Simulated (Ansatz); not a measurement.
# BaH (P1) in Ansatz: convergence with n extra bands

Aim: find how far n extra bands must go before the results for BaH settle, at PBE. This setting moves, with any that are tied to it; all else stays.

Everything below comes from runs of Ansatz 0.2.0. Logs are shortened: lines on timing, memory, paths and dates and some standing lists are left out, and cuts for length are marked.

### Step 1. The cell of the first run

The typed cell holds 2 atoms: a = 3.934 Å, b = 3.934 Å, c = 3.484 Å, α = 90.00°, β = 90.00°, γ = 90.00°.

The cell was built by a generator and needn't be a form met in nature.

The cell isn't the ideal one: atoms moved at random, drawn with an rms of 0.05 Å.

### Step 2. With n extra bands 1

Input file input.yaml:

```yaml
crystal:
  lattice:
    - [3.93366996, 0.0, 0.0]
    - [0.0, 3.93366996, 0.0]
    - [0.0, 0.0, 3.48387908]
  atoms:
    - { symbol: Ba, position: [0.502117, 0.515926, 0.001798] }
    - { symbol: H, position: [-0.008753, -0.004835, -0.007225] }
hamiltonian:
  xc: pbe
  pseudopotentials: { kind: paw, source: jth }
kpoints:
  mp_grid: { grid: [5, 5, 6] }
scf:
  occupations: { method: gaussian, width: 0.05 }
  n_extra_bands: 1
output:
  forces: true
  stress: true
  eigenvalues: true
```

Potentials or basis: JTH PAW.

The run is started by

```
$ ansatz run input.yaml --threads 2 --pin off --max-ram 5632MiB --backend cpu --events-out ev --progress --plain --runs-dir out
```

Standard output:

```text
Warning: the checks of this Ba dataset prove no rule for summing its radial tables, as where they were carried onto another mesh than they were made on, and Gregory's rule is taken, under which a leading mesh point left out moves its sums only by what lay on the interval it spanned. That does not make them correct, and they differ from Quantum ESPRESSO's on this file; a re-export a fraction of a mesh step off can move them. hamiltonian.pseudopotentials.radial_quadrature: simpson_from_first_knot sums it by `pw.x`'s rule; on a PAW file no value gives `pw.x`'s numbers. What more to know: hamiltonian.pseudopotentials.radial_quadrature, in the input reference
Warning: the checks of this H dataset prove no rule for summing its radial tables, as where they were carried onto another mesh than they were made on, and Gregory's rule is taken, under which a leading mesh point left out moves its sums only by what lay on the interval it spanned. That does not make them correct, and they differ from Quantum ESPRESSO's on this file; a re-export a fraction of a mesh step off can move them. hamiltonian.pseudopotentials.radial_quadrature: simpson_from_first_knot sums it by `pw.x`'s rule; on a PAW file no value gives `pw.x`'s numbers. What more to know: hamiltonian.pseudopotentials.radial_quadrature, in the input reference
Warning: RAYON_NUM_THREADS=2 ignored (pool sized by the plan → 2); use --threads N
scf.n_extra_bands = 1 over 6 filled bands (N_el = 11.0): the run solves 7 bands
Engine: ansatz 0.2.0, aarch64-unknown-linux-gnu
Pseudopotentials: kind: paw
Pseudopotential: Ba, paw, valence charge 10, recommended cutoff 660 eV (normal), Ba.paw.azcp
Pseudopotential: H, paw, valence charge 1, recommended cutoff 630 eV (normal), H.paw.azcp
Functional definition: PBE
  parameter kappa = 0.804
  parameter beta = 0.06672455060314922
  exchange = pbe_x(kappa = kappa, mu = beta*pi^2/3)
  correlation = pbe_c(beta = beta)
Crystal: 2 atoms, lattice volume = 53.909 Å³
Basis set: ecut = 660 eV, 2075 PW (Γ), exchange–correlation on 72×72×60 points (8 copies of the dense FFT grid, shifted against one another)
Bands: 7, of which v1, the nominal top of the filled ones, is band 6 counted from 1 (5 counted from 0)
Symmetry: 1 space group operations
Space group: P1 (ITA 1), of the structure as read, at distance tolerance 3.8e-5 Å
k-points: 76 of 150 (time reversal used)
Non-local potential: Ba, projectors of the file, l = 0: 2, l = 1: 2, l = 2: 2
Non-local potential: H, projectors of the file, l = 0: 2, l = 1: 1
PAW form: soft (Blöchl's): semilocal exchange-correlation on the pseudo side does not see the compensation charge
PAW one-centre angular grid: Ba, 590 points (default); XC on 64 Gauss nodes
PAW one-centre angular grid: H, 110 points (default); XC on 64 Gauss nodes
Initial density: superposition of atomic densities (chi_scale 0.1, normalization cell, long waves kept (reshape's long-wave potential 0.00 eV rms))
Initial wavefunctions: pseudopotential atomic-orbital guess
Functional: x = pbe(κ = 0.804, μ = 0.2195149727645171), c = pbe(β = 0.06672455060314922)
SCF iter   1: F=—  HF=-5950.660783 eV  |F-HF|=—  |Δ(HF+E_count)|=         —  Δρ=4.71e-2  dr2=1.11e0  ethr=3.10e-3  ⟨swp⟩=7.7  Hψ=5461  notcnv=0
preconditioner: auto → none  [metal: Δε(μ)=0.062 eV  Ē_g=10.963 eV  σ=0.050 eV  W_gap=0.49  n_scr=6 (ndim 8)  ℏωp=15.2 eV  f_vac=0.001  D(μ)=2.33/eV (n_scr^D=18)  sad-step TF]
SCF iter   2: F=—  HF=-5950.359783 eV  |F-HF|=—  |Δ(HF+E_count)|=   3.01e-1  Δρ=2.43e-2  dr2=3.36e-1  ethr=3.10e-3  ⟨swp⟩=1.8  Hψ=1313  notcnv=0
SCF iter   3: F=—  HF=-5950.244428 eV  |F-HF|=—  |Δ(HF+E_count)|=   1.15e-1  Δρ=2.85e-3  dr2=2.51e-3  ethr=3.06e-3  ⟨swp⟩=2.4  Hψ=828  notcnv=0
SCF iter   4: F=—  HF=-5950.246040 eV  |F-HF|=—  |Δ(HF+E_count)|=   1.61e-3  Δρ=5.51e-4  dr2=2.12e-4  ethr=2.29e-5  ⟨swp⟩=2.4  Hψ=1254  notcnv=0
SCF iter   5: F=—  HF=-5950.246022 eV  |F-HF|=—  |Δ(HF+E_count)|=   1.81e-5  Δρ=1.45e-4  dr2=1.13e-5  ethr=1.93e-6  ⟨swp⟩=2.9  Hψ=961  notcnv=0
SCF iter   6: F=—  HF=-5950.246037 eV  |F-HF|=—  |Δ(HF+E_count)|=   1.52e-5  Δρ=3.45e-5  dr2=1.26e-6  ethr=1.03e-7  ⟨swp⟩=2.1  Hψ=881  notcnv=0
SCF iter   7: F=-5950.246037 eV  HF=-5950.246037 eV  |F-HF|=2.23e-8  |Δ(HF+E_count)|=   3.61e-7  Δρ=6.24e-6  dr2=3.48e-8  ethr=9.09e-10  ⟨swp⟩=4.3  Hψ=3808  notcnv=0
SCF 1 converged in 7 iterations: F = -5950.246037 eV  dr2 = 3.48e-8
SCF converged after 7 iterations
Free energy (F): -5950.246037 eV
Harris-Foulkes:  -5950.246037 eV  (|F-HF|=2.23e-8)
Internal energy: -5950.244742 eV  (E = F + TS)
E sigma→0 (E₀):  -5950.245390 eV
Entropy (-TS):   -0.001294 eV (-0.647 meV/atom)
Fermi energy:    7.364630 eV
--- Per-component energies (eV) ---
  E_band       = -67.862773
  E_kinetic    = 259.426716
  E_local      = -265.033546  (includes V_loc(G=0)·N_el)
  E_nonlocal   = -95.575219
  E_hartree    = 104.612269
  E_xc         = -268.976489
  E_vxc        = -234.042681  (∫ρ·V_xc dr)
  E_paw        = -5115.095376  (= ΣΔE_a)
  E_vpaw       = 58.138287  (= ΣTr[D̂ρ^β])
  E_aug_tail   = -0.000019  (compensation charges beyond the density's cutoff)
  E_ewald      = -569.603079
  E_smearing   = -0.001294  (= −TS)
  E_closure    = 0.000000  (closes the sum)
  Σ components = -5950.246037   (vs F -5950.246037, Δ=0.00e0)
--- Forces (eV/Å), atoms counted from 1 ---
  atom   1  Ba    -0.04472977    -0.08289886    -0.02220682
  atom   2  H      0.04472791     0.08289194     0.02220680
  max |Σ_I F_I| component: 6.92e-6 eV/Å
--- Stress (GPa, compression-positive) ---
       -2.994665       0.110240      -0.004749
        0.110240      -3.024966      -0.008927
       -0.004749      -0.008926       5.744118
  P = ⅓ Tr σ = -0.0918 GPa (-0.918 kbar)
--- Band table (eV; the first three rows and the last of 76) ---
  k-point 0: bands = ["-21.5985", "-6.4053", "-6.4035", "-5.9209", "2.6414", "6.7102", "7.3743"]
  k-point 1: bands = ["-21.5427", "-6.4515", "-6.3520", "-6.3501", "2.8964", "7.5978", "7.7487"]
  k-point 2: bands = ["-21.4276", "-7.3630", "-6.2420", "-6.2401", "3.4506", "8.1446", "8.9395"]
  k-point 75: bands = ["-21.4635", "-7.0356", "-6.5481", "-6.3533", "4.1095", "8.0284", "8.6923"]
```

Wall time 3.7 s (2 threads of Arm Neoverse V2, shared host); peak memory 0.37 GiB.

What came out:

```yaml
Free_energy: -5950.2460 eV
Pressure: -0.1 GPa
Largest_force: 0.097 eV/Å
Band_gap_on_the_k_mesh: none (metal or under the smearing width)
```

### Step 3. With n extra bands 2

input.yaml, as its differences from that of step 2:

```diff
@@ -15,3 +15,3 @@
   occupations: { method: gaussian, width: 0.05 }
-  n_extra_bands: 1
+  n_extra_bands: 2
 output:
```

Potentials or basis: JTH PAW.

The run is started by

```
$ ansatz run input.yaml --threads 2 --pin off --max-ram 5632MiB --backend cpu --events-out ev --progress --plain --runs-dir out
```

Run time: 3 s. Hardware: 2 threads of Arm Neoverse V2, shared host; peak memory 0.37 GiB.

What came out:

- Free energy: -5950.2460 eV
- Pressure: -0.1 GPa
- Largest force: 0.097 eV/Å
- Band gap on the k mesh: none (metal or under the smearing width)

### Step 4. With n extra bands 4

input.yaml, as its differences from that of step 3:

```diff
@@ -15,3 +15,3 @@
   occupations: { method: gaussian, width: 0.05 }
-  n_extra_bands: 2
+  n_extra_bands: 4
 output:
```

The run is started by

```
$ ansatz run input.yaml --threads 2 --pin off --max-ram 5632MiB --backend cpu --events-out ev --progress --plain --runs-dir out
```

Wall time 3.5 s (2 threads of Arm Neoverse V2, shared host); peak memory 0.38 GiB.

Results:

* Free energy: -5950.2460 eV
* Pressure: -0.1 GPa
* Largest force: 0.097 eV/Å
* Band gap on the k mesh: none (metal or under the smearing width)

### Step 5. With n extra bands 8

input.yaml, as its differences from that of step 4:

```diff
@@ -15,3 +15,3 @@
   occupations: { method: gaussian, width: 0.05 }
-  n_extra_bands: 4
+  n_extra_bands: 8
 output:
```

The run is started by

```
$ ansatz run input.yaml --threads 2 --pin off --max-ram 5632MiB --backend cpu --events-out ev --progress --plain --runs-dir out
```

Wall time 4.2 s (2 threads of Arm Neoverse V2, shared host); peak memory 0.41 GiB.

The run converged. Its results:

```yaml
Free_energy: -5950.2460 eV
Pressure: -0.1 GPa
Largest_force: 0.097 eV/Å
Band_gap_on_the_k_mesh: none (metal or under the smearing width)
```

### Step 6. With n extra bands 16

input.yaml, as its differences from that of step 5:

```diff
@@ -15,3 +15,3 @@
   occupations: { method: gaussian, width: 0.05 }
-  n_extra_bands: 8
+  n_extra_bands: 16
 output:
```

Potentials or basis: JTH PAW.

The run is started by

```
$ ansatz run input.yaml --threads 2 --pin off --max-ram 5632MiB --backend cpu --events-out ev --progress --plain --runs-dir out
```

Run time: 5.6 s. Hardware: 2 threads of Arm Neoverse V2, shared host; peak memory 0.45 GiB.

The run converged. Its results:

* Free energy: -5950.2460 eV
* Pressure: -0.1 GPa
* Largest force: 0.097 eV/Å
* Band gap on the k mesh: none (metal or under the smearing width)

### Step 7. With n extra bands 32

input.yaml, as its differences from that of step 6:

```diff
@@ -15,3 +15,3 @@
   occupations: { method: gaussian, width: 0.05 }
-  n_extra_bands: 16
+  n_extra_bands: 32
 output:
```

The run is started by

```
$ ansatz run input.yaml --threads 2 --pin off --max-ram 5632MiB --backend cpu --events-out ev --progress --plain --runs-dir out
```

Run time: 8.5 s. Hardware: 2 threads of Arm Neoverse V2, shared host; peak memory 0.54 GiB.

Results (log left out):

```yaml
Free_energy: -5950.2460 eV
Pressure: -0.1 GPa
Largest_force: 0.097 eV/Å
Band_gap_on_the_k_mesh: none (metal or under the smearing width)
```

### Step 8. Summary

| n extra bands | energy less the tightest run, at zero smearing (meV/atom) | SCF cycles | CPU time (s) | peak memory (GiB) |
| --- | --- | --- | --- | --- |
| 1 | 0.00 | 7 | 7.3 | 0.37 |
| 2 | 0.00 | 7 | 6 | 0.37 |
| 4 | 0.00 | 7 | 6.9 | 0.38 |
| 8 | 0.00 | 7 | 8.3 | 0.41 |
| 16 | 0.00 | 7 | 11 | 0.45 |
| 32 | 0.00 | 7 | 17 | 0.54 |

Against the tightest run, the energy stays within 1 meV/atom from 1 on. The tightest run that finished is the yardstick and may itself not be fully converged.

Caveats: this barium file gives pressures and gaps apart from those of other sets.
